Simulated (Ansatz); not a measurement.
# Cl2FH3HfOS: a nudged elastic band in two tries

The task is a band of images between two relaxed ends.

Program: Ansatz 0.2.0. Level of theory: RKS B3LYP-D4/def2-SVP. These are calculated values, not measurements.

## Step 1: The starting structure

Bond lengths: Hf1–Cl2 2.389 Å, Hf1–F3 1.923 Å, Hf1–O4 1.902 Å, O4–H5 0.958 Å, Hf1–Cl6 2.391 Å, Hf1–S7 2.989 Å, S7–H8 1.353 Å, S7–H9 1.354 Å. Angles: Cl2–Hf1–F3 114.7°, Cl2–Hf1–O4 101.9°, Cl2–Hf1–Cl6 116.1°, Cl2–Hf1–S7 83.2°, F3–Hf1–O4 100.9°, F3–Hf1–Cl6 117.8°, F3–Hf1–S7 74.7°, O4–Hf1–Cl6 101.2°, O4–Hf1–S7 174.5°, Cl6–Hf1–S7 78.3°, Hf1–O4–H5 179.4°, Hf1–S7–H8 99.8°, Hf1–S7–H9 100.4°, H8–S7–H9 93.0°.

Structure file:

```xyz
9

Hf   -0.2715   -0.1671    0.0237
Cl   -0.8031   -0.0336    2.3487
F     1.5796    0.1366   -0.3973
O    -1.0611    1.4262   -0.6508
H    -1.4611    2.2242   -0.9999
Cl   -1.4428   -1.8319   -1.2300
S     1.1479   -2.6621    0.8563
H     0.1660   -3.2589    1.5713
H     1.7858   -2.2213    1.9667
```

## Step 2: First attempt

Input file input.yaml:

```yaml
crystal:
  periodic: [false, false, false]
  atoms:
    - { symbol: Hf, position_ang: [-0.271525, -0.16705, 0.023682] }
    - { symbol: Cl, position_ang: [-0.80308, -0.033582, 2.348677] }
    - { symbol: F, position_ang: [1.579629, 0.136597, -0.397326] }
    - { symbol: O, position_ang: [-1.061089, 1.42615, -0.650813] }
    - { symbol: H, position_ang: [-1.461065, 2.224173, -0.999896] }
    - { symbol: Cl, position_ang: [-1.442753, -1.831918, -1.229979] }
    - { symbol: S, position_ang: [1.14785, -2.662101, 0.856289] }
    - { symbol: H, position_ang: [0.166049, -3.258936, 1.571285] }
    - { symbol: H, position_ang: [1.785785, -2.221333, 1.966681] }
basis:
  gaussian: { orbitals: def2-SVP }
hamiltonian:
  xc: b3lyp
  dispersion: d4
neb:
  order_check: false
  images: 5
  f_tol: 0.03
  max_iterations: 8
  final_atoms:
    - { symbol: H, position_ang: [0.92952494, -0.85239363, 2.43540623] }
    - { symbol: H, position_ang: [-0.97283615, -2.68504246, 1.26372524] }
    - { symbol: S, position_ang: [0.35232897, -2.65679811, 0.97783313] }
    - { symbol: Cl, position_ang: [-0.51021544, -1.56950375, -2.66010285] }
    - { symbol: H, position_ang: [-1.87872319, 1.11852561, 0.32431847] }
    - { symbol: O, position_ang: [-1.33548481, 0.39505041, 0.00465572] }
    - { symbol: F, position_ang: [1.82839227, 0.11697173, -0.83130534] }
    - { symbol: Cl, position_ang: [1.10388288, 0.44396844, 2.53174798] }
    - { symbol: Hf, position_ang: [0.12293153, -0.69877822, -0.55767857] }
  initial_path: idpp
```

Launch:

```sh
$ ansatz run input.yaml --threads 4 --pin off --max-ram 5120MiB --backend cpu --events-out ev --progress --plain --runs-dir out
```

Before running it: what results should come out? Wanted: first try.

The runs gave:

| quantity | value |
| --- | --- |
| first try | refused |
| cause | the second end lists its atoms in reverse order, and the band pairs atoms by their place in the list |

In words: The fault in the first input was caught at the input check and cost nothing.
